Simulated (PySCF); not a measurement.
# FeH4S4 ([Fe(SH)4]-): the cost of one run

Computed with PySCF 2.14.0 and routines of our own; the level stands in each step. Atoms count from 0.

## 1. The starting structure

9 atoms, charge -1, states of the metal's open shell are computed; geometry from: model start, shaken.

## 2. Optimising the geometry at PBE0-D3(BJ)/def2-TZVP

Job settings and geometry (Å):

```
{"job": {"xc": "PBE0", "basis": "def2-TZVP", "d3": "d3bj", "grid": 1, "maxiter": 45, "kind": "geom"}, "charge": -1, "metal": "Fe", "open_shell": "d5"}
Fe     0.000020     0.004480    -0.004110
S      1.294340     1.300880     1.292820
H      0.519560     2.405520     1.444650
S     -1.317010    -1.300350     1.313050
H     -0.517070    -2.399370     1.451600
S     -1.297270     1.287530    -1.314560
H     -2.413940     0.499310    -1.479660
S      1.304170    -1.326710    -1.303630
H      2.387770    -0.521460    -1.489790
```

On the command line:

```console
> OMP_NUM_THREADS=1 python lf_run.py task.json out
```

The driver reads the jobs from task.json and runs them one after another.

Q: Estimate the wall time and peak memory of this first job on 1 thread of Arm Neoverse V2, shared host.

About 9.6 min, with a peak of 1.1 GiB.
